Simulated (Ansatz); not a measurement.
# CH6BFOSi: a ladder of functionals and wavefunction methods

An exercise on one series of results from a longer session: the logs are not shown, and one member is left open.

Method: functionals in def2-TZVPP, the program's frozen cores in correlated methods; program: Ansatz 0.2.0, Gaussian basis.

The runs, in order: PBE-D4, r2SCAN-D4, PBE0-D4, B3LYP-D4, ωB97X-V, ωB97M-V, B2PLYP; CCSD(T)/def2-TZVPP; MP2/def2-QZVPP; extrapolation to the limit.

## Structure used throughout

An earlier PBE0-D4 in a triple-zeta def2 set relaxation fixed the geometry.

SMILES `CBO[SiH2]F`, 11 atoms, charge 0, spin multiplicity 1.

Atoms are counted from 1 here; the program's logs count them from 0.

Bond lengths: C1–B2 1.556 Å, C1–H6 1.096 Å, C1–H7 1.091 Å, C1–H8 1.096 Å, B2–O3 1.363 Å, B2–H9 1.207 Å, O3–Si4 1.637 Å, Si4–F5 1.591 Å, Si4–H10 1.479 Å, Si4–H11 1.475 Å. Angles: B2–C1–H6 109.7°, B2–C1–H7 113.8°, B2–C1–H8 110.0°, H6–C1–H7 108.9°, H6–C1–H8 105.1°, H7–C1–H8 109.0°, C1–B2–O3 120.6°, C1–B2–H9 121.5°, O3–B2–H9 117.9°, B2–O3–Si4 131.8°, O3–Si4–F5 108.3°, O3–Si4–H10 110.8°, O3–Si4–H11 108.1°, F5–Si4–H10 107.9°, F5–Si4–H11 107.9°, H10–Si4–H11 113.7°.

Set-up of the first run:

Contents of in.yaml:

```yaml
crystal:
  periodic: [false, false, false]
  atoms:
    - {symbol: C, position_ang: [-1.132947, 1.026363, -1.358843]}
    - {symbol: B, position_ang: [-0.079035, 0.091092, -0.698493]}
    - {symbol: O, position_ang: [-0.059341, -0.087276, 0.652184]}
    - {symbol: Si, position_ang: [0.939802, -0.945422, 1.623673]}
    - {symbol: F, position_ang: [1.962970, 0.064342, 2.306001]}
    - {symbol: H, position_ang: [-0.624030, 1.817236, -1.922317]}
    - {symbol: H, position_ang: [-1.820416, 1.486828, -0.647508]}
    - {symbol: H, position_ang: [-1.711481, 0.470994, -2.105978]}
    - {symbol: H, position_ang: [0.740639, -0.499493, -1.359033]}
    - {symbol: H, position_ang: [1.722875, -1.924924, 0.839055]}
    - {symbol: H, position_ang: [0.126363, -1.556641, 2.691960]}
basis:
  gaussian: {orbitals: def2-TZVPP}
hamiltonian: {xc: pbe, dispersion: d4}
output: {forces: true, orbitals: {seedname: orbitals}}
```

On the command line:

```
$ ansatz run in.yaml --threads 4 --pin off --events-out ev --progress --plain --max-ram 10444MiB
```

Among the steps run: PBE-D4 (GGA); r2SCAN-D4 (meta-GGA); PBE0-D4 (hybrid); B3LYP-D4 (hybrid); ωB97X-V (range-separated); ωB97M-V (range-separated); B2PLYP (double hybrid); CCSD(T) in def2-TZVPP; MP2 in def2-QZVPP.

One of the session's tables, all rows but one given; the rest of the session is left out.

| method | atomisation energy (eV) |
| --- | --- |
| PBE-D4 | 45.180 |
| r2SCAN-D4 | 45.014 |
| PBE0-D4 | 44.599 |
| B3LYP-D4 | 44.847 |
| ωB97X-V | 44.964 |
| ωB97M-V | ? |
| B2PLYP | 44.545 |
| HF/def2-TZVPP | 34.536 |
| MP2/def2-TZVPP | 44.697 |
| CCSD/def2-TZVPP | 43.349 |
| CCSD(T)/def2-TZVPP | 43.844 |
| MP2/CBS | 45.777 |
| CCSD(T)/CBS | 44.924 |

**Question.** Estimate the row for ωB97M-V.

As computed: atomisation energy (eV): 45.020. In the column «atomisation energy (eV)» it lies between r2SCAN-D4 (45.014) and PBE-D4 (45.180).
